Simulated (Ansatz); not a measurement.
## F₂GeH₄Si, SMILES [F][GeH]([F])[SiH3]: vertical energies of changing the electron count, step by step

With the Python package of Ansatz (0.2.0).

Notebook, run cell by cell (the value of a cell's last expression is shown):

```python
import ansatz as az
```

```python
config = {
    "basis_set": "def2-SVPD",
    "functional": "r2scan0",
}
```

```python
def energy(molecule, charge=0, unpaired=0):
    calc = (
        molecule.calculation()
        .basis(gaussian=config["basis_set"])
        .functional(config["functional"])
    )
    if charge:
        calc = calc.charge(charge)
    if unpaired:
        calc = calc.spin("collinear", total=unpaired)
    report = calc.run().report
    if report["published_state_doubts"]:
        print("  doubts:", report["published_state_doubts"])
    return report["free_energy_ev"]
```

```python
molecule = (
    az.Crystal.molecule()
    .atom("F", (1.592, -1.0172, 1.5247))
    .atom("Ge", (1.112, -0.0011, 0.1151))
    .atom("F", (1.6137, 1.6576, 0.3565))
    .atom("Si", (-1.105, -0.0237, -0.1775))
    .atom("H", (1.8062, -0.5816, -1.1653))
    .atom("H", (-1.6234, -1.4041, -0.3879))
    .atom("H", (-1.5102, 0.7838, -1.3397))
    .atom("H", (-1.7932, 0.5293, 1.0183))
)
```

```python
parent = energy(molecule, 0, 0)
cation = energy(molecule, 1, 1)
print(f"E(N)   = {parent:.5f} eV")
print(f"E(N-1) = {cation:.5f} eV  (1 unpaired)")
print(f"vertical ionisation energy {cation - parent:.3f} eV")
anion = energy(molecule, -1, 1)
print(f"E(N+1) = {anion:.5f} eV  (1 unpaired)")
print(f"vertical electron affinity {parent - anion:.3f} eV" + ("" if anion < parent else " (unbound in this basis)"))
print(f"fundamental gap IP - EA = {cation + anion - 2 * parent:.3f} eV")
```

    E(N)   = -69878.36410 eV
    E(N-1) = -69867.01922 eV  (1 unpaired)
    vertical ionisation energy 11.345 eV
    E(N+1) = -69877.81606 eV  (1 unpaired)
    vertical electron affinity -0.548 eV (unbound in this basis)
    fundamental gap IP - EA = 11.893 eV

At this unrelaxed geometry removing an electron costs 11.34 eV and an added one is unbound in this basis (by 0.55 eV).

Total energies depend on the basis set; only differences at equal settings carry meaning. The geometry is a force-field or estimated start, not a minimum of this method, and the basis set is short of its limit. All parts are taken at fixed geometry, without zero-point energy. At an unrelaxed start these energies can be a whole eV from those at the minimum, and a small affinity can change sign. A negative electron affinity means that the anion is unbound here; its size hangs on the basis and tends to about zero as the basis grows, and so does its part in any gap built on it. Hardware and time: 93 s on 1 thread of Arm Neoverse V2 (shared host), peak memory 0.62 GiB.
